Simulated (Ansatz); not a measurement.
# Mg12O: the cost of one run

Method: DFT PBEsol, plane waves, PAW, scalar-relativistic, no spin polarisation, in Ansatz 0.2.0.

**1. The structure to begin with**

The cell holds 13 atoms (Mg12O): a = 6.420 Å, b = 9.630 Å, c = 5.213 Å, α = 90.00°, β = 90.00°, γ = 120.00°.

Coordinates:

```
Mg O
1.0
     6.42000    0.00000    0.00000
    -4.81500    8.33982    0.00000
     0.00000    0.00000    5.21304
Mg O
12 1
Direct
  0.00000 0.00000 0.00000
  0.16667 0.22222 0.50000
  0.00000 0.33333 0.00000
  0.16667 0.55556 0.50000
  0.00000 0.66667 0.00000
  0.16667 0.88889 0.50000
  0.50000 0.00000 0.00000
  0.66667 0.22222 0.50000
  0.50000 0.33333 0.00000
  0.66667 0.55556 0.50000
  0.50000 0.66667 0.00000
  0.66667 0.88889 0.50000
  0.84117 0.44999 0.23885
```

**2. Relaxing the start**

File input.yaml:

```yaml
accuracy: low
crystal:
  lattice:
    - [6.42, 0.0, 0.0]
    - [-4.815, 8.339825, 0.0]
    - [0.0, 0.0, 5.21304]
  atoms:
    - { symbol: Mg, position: [0.0, 0.0, 0.0] }
    - { symbol: Mg, position: [0.1666667, 0.2222222, 0.5] }
    - { symbol: Mg, position: [0.0, 0.3333333, 0.0] }
    - { symbol: Mg, position: [0.1666667, 0.5555556, 0.5] }
    - { symbol: Mg, position: [0.0, 0.6666667, 0.0] }
    - { symbol: Mg, position: [0.1666667, 0.8888889, 0.5] }
    - { symbol: Mg, position: [0.5, 0.0, 0.0] }
    - { symbol: Mg, position: [0.6666667, 0.2222222, 0.5] }
    - { symbol: Mg, position: [0.5, 0.3333333, 0.0] }
    - { symbol: Mg, position: [0.6666667, 0.5555556, 0.5] }
    - { symbol: Mg, position: [0.5, 0.6666667, 0.0] }
    - { symbol: Mg, position: [0.6666667, 0.8888889, 0.5] }
    - { symbol: O, position: [0.8411685, 0.44999, 0.2388456] }
basis:
  ecutwfc: 420.0
kpoints:
  mp_grid: { grid: [2, 2, 2] }
hamiltonian:
  xc: pbesol
scf:
  occupations: { method: fermi_dirac, width: 0.05 }
  lower_state_search: "off"
relax:
  f_tol: 0.08
  max_steps: 25
  adjacent_minimum: "off"
```

Command:

```bash
$ ansatz run input.yaml --threads 1 --pin off --max-ram 3072MiB --backend cpu --events-out ev --progress --plain --runs-dir out
```

What time and memory should one allow on 1 thread of Arm Neoverse V1, shared host?

About 27 s, with a peak of 0.5 GiB.
